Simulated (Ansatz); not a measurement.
# ClFH₆O₂Si₃: one species, many methods

The task here is to estimate one member of a computed series from the others.

Method: functionals in def2-TZVPP, the program's frozen cores in correlated methods; program: Ansatz 0.2.0, Gaussian basis.

Levels to be run: PBE-D4, r2SCAN-D4, PBE0-D4, B3LYP-D4, ωB97X-V, ωB97M-V, B2PLYP; CCSD(T)/def2-TZVPP; MP2/def2-QZVPP; extrapolation to the limit.

## The relaxed structure

An earlier PBE0-D4 in a triple-zeta def2 set relaxation fixed the geometry.

13 atoms, charge 0, spin multiplicity 1.

Atoms are counted from 1 here; the program's logs count them from 0.

Bond lengths: F1–Si2 1.578 Å, Si2–Cl3 2.032 Å, Si2–O4 1.597 Å, Si2–O6 1.600 Å, O4–Si5 1.643 Å, Si5–H8 1.483 Å, Si5–H9 1.481 Å, Si5–H10 1.483 Å, O6–Si7 1.645 Å, Si7–H11 1.481 Å, Si7–H12 1.483 Å, Si7–H13 1.483 Å. Angles: F1–Si2–Cl3 107.4°, F1–Si2–O4 108.2°, F1–Si2–O6 109.3°, Cl3–Si2–O4 110.7°, Cl3–Si2–O6 110.2°, O4–Si2–O6 110.9°, Si2–O4–Si5 150.7°, O4–Si5–H8 109.6°, O4–Si5–H9 107.7°, O4–Si5–H10 109.3°, H8–Si5–H9 110.3°, H8–Si5–H10 109.8°, H9–Si5–H10 110.1°, Si2–O6–Si7 149.6°, O6–Si7–H11 107.5°, O6–Si7–H12 109.4°, O6–Si7–H13 109.6°, H11–Si7–H12 110.1° and more.

Coordinates:

```xyz
13
charge 0, multiplicity 1
F    -2.04802   -1.43329    0.10069
Si   -0.61594   -0.79751   -0.08271
Cl    0.70546   -2.32599   -0.29891
O    -0.63935    0.11652   -1.39181
Si    0.11855    0.77680   -2.69173
O    -0.25318    0.06855    1.21225
Si    0.30958    0.14515    2.75576
H     0.97327   -0.24589   -3.34248
H    -0.92554    1.24747   -3.63048
H     0.95336    1.91846   -2.24402
H     0.66488    1.55662    3.03114
H    -0.74963   -0.30643    3.69017
H     1.50655   -0.72045    2.89213
```

The first run:

in.yaml reads:

```yaml
crystal:
  periodic: [false, false, false]
  atoms:
    - {symbol: F, position_ang: [-2.048017, -1.433293, 0.100689]}
    - {symbol: Si, position_ang: [-0.615945, -0.797514, -0.082714]}
    - {symbol: Cl, position_ang: [0.705458, -2.325995, -0.298910]}
    - {symbol: O, position_ang: [-0.639346, 0.116521, -1.391811]}
    - {symbol: Si, position_ang: [0.118550, 0.776805, -2.691734]}
    - {symbol: O, position_ang: [-0.253183, 0.068550, 1.212252]}
    - {symbol: Si, position_ang: [0.309585, 0.145146, 2.755763]}
    - {symbol: H, position_ang: [0.973271, -0.245886, -3.342485]}
    - {symbol: H, position_ang: [-0.925542, 1.247468, -3.630479]}
    - {symbol: H, position_ang: [0.953359, 1.918458, -2.244018]}
    - {symbol: H, position_ang: [0.664880, 1.556618, 3.031142]}
    - {symbol: H, position_ang: [-0.749634, -0.306426, 3.690170]}
    - {symbol: H, position_ang: [1.506554, -0.720452, 2.892126]}
basis:
  gaussian: {orbitals: def2-TZVPP}
hamiltonian: {xc: pbe, dispersion: d4}
output: {forces: true, orbitals: {seedname: orbitals}}
```

Started as:

```console
ansatz run in.yaml --threads 2 --pin off --events-out ev --progress --plain --max-ram 32768MiB --backend cuda --devices 0, --max-vram 18GiB
```

Among the steps run: PBE-D4 (GGA); r2SCAN-D4 (meta-GGA); PBE0-D4 (hybrid); B3LYP-D4 (hybrid); ωB97X-V (range-separated); ωB97M-V (range-separated); B2PLYP (double hybrid); CCSD(T) in def2-TZVPP; MP2 in def2-QZVPP.

One table of the session follows, with a row left open; its other results are not shown here.

```
            method  atomisation energy (kJ/mol)
            PBE-D4                       4815.2
         r2SCAN-D4                       4850.5
           PBE0-D4                       4761.4
          B3LYP-D4                            ?
           ωB97X-V                       4875.1
           ωB97M-V                       4861.5
            B2PLYP                       4782.0
     HF/def2-TZVPP                       3660.6
    MP2/def2-TZVPP                       4838.3
   CCSD/def2-TZVPP                       4668.5
CCSD(T)/def2-TZVPP                       4727.9
           MP2/CBS                       4988.7
       CCSD(T)/CBS                       4878.3
```

**Question.** Estimate the row for B3LYP-D4.

The run gave: atomisation energy (kJ/mol): 4814.9. In the column «atomisation energy (kJ/mol)» it lies between B2PLYP (4782.0) and PBE-D4 (4815.2).

Limits of these values: Free atoms (1 F, 3 Si, 1 Cl, 2 O, 6 H) were run apart at each level; the atomisation energy is their sum less the molecule, without zero-point or spin-orbit terms.
